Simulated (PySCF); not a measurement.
# C4H13PSi: the cost of one run

Computed with PySCF 2.14.0 and routines of our own; the level stands in each step. Atoms count from 0.

## (1) The starting structure

19 atoms, charge 0, multiplicity 1; geometry from: GFN2-xTB.

## (2) Magnetic properties: GIAO HF/pcSseg-1

What the job is given:

```
{"job": {"kind": "mag", "xc": "HF", "basis": "pcSseg-1", "isotopologues": 2}, "charge": 0, "multiplicity": 1}
C     -0.592993    -1.384065    -0.513426
C     -0.520607     0.056019    -0.006060
C     -0.762496     0.060738     1.502975
C     -1.597971     0.890716    -0.693632
Si     1.216218     0.787119    -0.373878
P      2.709473    -0.520488     0.668766
H      0.171890    -1.995439    -0.033959
H     -0.443198    -1.427210    -1.590894
H     -1.565283    -1.822244    -0.288544
H     -0.767268     1.077116     1.891939
H     -1.723023    -0.397629     1.738232
H      0.017188    -0.500393     2.017867
H     -2.587927     0.488889    -0.478835
H     -1.566453     1.921235    -0.347486
H     -1.458680     0.892246    -1.772290
H      1.428385     0.871752    -1.827558
H      1.333462     2.140199     0.185617
H      3.798919     0.250760     0.311805
H      2.900561    -1.380070    -0.398100
```

With the program's defaults for keys left out, this is: GIAO HF/pcSseg-1 magnetisability, rotational g tensor and spin-rotation constants, non-relativistic, gas phase.

Started as:

```console
$ OMP_NUM_THREADS=1 python excited_run.py task.json out
```

The driver reads the jobs from task.json and runs them one after another.

**Question.** How long does this first job take on 1 thread of Arm Neoverse V2, shared host, and how much memory does it need?

About 17 s, with a peak of 0.83 GiB.
